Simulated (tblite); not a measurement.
# C5H8F3PSi: the cost of one run

The runs use tblite 0.8.0 and PySCF 2.14.0, with density-fitted response routines of our own; the level of theory stands in each step. All values are computed, except where a source is named. Atoms count from 0, in the outputs and in this text.

### Step 1. Starting geometry

18 atoms, charge 0, multiplicity 1; geometry from: force field or distance geometry start.

Bonds of the start (Å): C0–C1 1.48, C1–Si2 1.83, C1–C3 1.30, C3–P4 1.66, P4–C5 1.85, C5–C6 1.48, C6–F7 1.39, C6–F8 1.39, C6–F9 1.39, C0–H10 1.09, C0–H11 1.11, C0–H12 1.11, Si2–H13 1.48, Si2–H14 1.49, Si2–H15 1.47, C5–H16 1.10, C5–H17 1.10.

### Step 2. Geometry optimisation with GFN2-xTB

Job settings and geometry (Å):

```
{"job": {"kind": "relax", "xc": "GFN2-xTB", "basis": "xTB"}, "charge": 0, "multiplicity": 1}
C      2.353700     1.324000    -0.287800
C      1.551300     0.086300    -0.134800
Si     1.903400    -1.266200     1.045800
C      0.507200    -0.025000    -0.900000
P     -0.851100    -0.169800    -1.842500
C     -2.398900     0.379600    -0.998300
C     -2.718600    -0.340500     0.254400
F     -1.741400    -0.231100     1.231300
F     -2.905900    -1.704200     0.040200
F     -3.875000     0.228200     0.775200
H      3.218500     1.176900    -0.941600
H      2.705300     1.724300     0.689500
H      1.722800     2.115800    -0.748900
H      2.959800    -2.190400     0.580500
H      2.323700    -0.703700     2.355100
H      0.738200    -2.108800     1.359700
H     -3.218300     0.261900    -1.719200
H     -2.283200     1.449100    -0.770100
```

Started as:

```sh
OMP_NUM_THREADS=1 python probes_run.py task.json out
```

This one command runs all jobs of the session in turn.

Q: Estimate the wall time and peak memory of this first job on 1 thread of Arm Neoverse N1, shared host.

About 2.5 s, with a peak of 0.18 GiB.
